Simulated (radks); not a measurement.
# Nuclear size and the levels of Re³⁺

Aim: how the total energy, the levels and the density at the nucleus of Re³⁺ respond when the nuclear radius is scaled.

The numbers are computed with radks (a radial shooting solver on a logarithmic mesh, Libxc functionals) version 1 (Dirac Kohn-Sham, BLYP, spin-unpolarised, spherical densities, finite nucleus; open shells fill j = l - 1/2 first), except any that are marked as measured or tabulated.

### Step 1. What is computed

```
element            : rhenium (Z = 75)
charge             : +3
electrons          : 72
configuration      : [Xe] 4f14 5d4
nuclear rms radius : 5.3698 fm
```

### Step 2. rms radius 5.3698 fm

Settings of this run:

```text
Z 75
configuration [Xe] 4f14 5d4 6s0 6p0
relativity Dirac
functional b88,lyp
spin unpolarised
j_filling energy
nucleus finite rms 5.3698 fm
c 137.035999084
```

### Step 3. rms radius 4.5965 fm

Settings, as their differences from step 2:

```diff
@@ -6,3 +6,3 @@
 j_filling energy
-nucleus finite rms 5.3698 fm
+nucleus finite rms 4.5965 fm
 c 137.035999084
```

### Step 4. rms radius 4.865 fm

Settings, as their differences from step 3:

```diff
@@ -6,3 +6,3 @@
 j_filling energy
-nucleus finite rms 4.5965 fm
+nucleus finite rms 4.865 fm
 c 137.035999084
```

### Step 5. rms radius 5.7886 fm

Settings, as their differences from step 4:

```diff
@@ -6,3 +6,3 @@
 j_filling energy
-nucleus finite rms 4.865 fm
+nucleus finite rms 5.7886 fm
 c 137.035999084
```

### Step 6. rms radius 6.6049 fm

Settings, as their differences from step 5:

```diff
@@ -6,3 +6,3 @@
 j_filling energy
-nucleus finite rms 5.7886 fm
+nucleus finite rms 6.6049 fm
 c 137.035999084
```

What does the calculation give? Wanted: for each run, rms radius; total energy shift; density at nucleus; 1s1/2 shift; 2s1/2 shift; 5s1/2 shift; 6s1/2 shift; 6p1/2 shift.

**Answer**, as computed:

```
rms radius (fm)  total energy shift (eV)  density at nucleus (e/bohr³)  1s1/2 shift (meV)  2s1/2 shift (meV)  5s1/2 shift (meV)  6s1/2 shift (meV)  6p1/2 shift (meV)
         4.5965                    -17.5                     1.636e+06              -7079              -1007              -10.0              -1.58            -0.0377
          4.865                    -11.6                     1.603e+06              -4702               -669              -6.67              -1.05            -0.0251
         5.3698                        0                     1.547e+06                  0                  0                  0                  0                  0
         5.7886                     10.2                     1.506e+06               4126                587               5.85              0.923             0.0221
         6.6049                     31.5                     1.437e+06              12729               1810               18.1               2.85             0.0683
```

In words: Shifts are against the first run. Over the range the 1s1/2 level moves by 19.8 eV and the 6p1/2 level by 0.106 meV. A larger nucleus binds the 1s electrons less and lowers the density at its centre. These are shifts of eigenvalues, not the field shifts of spectral lines.
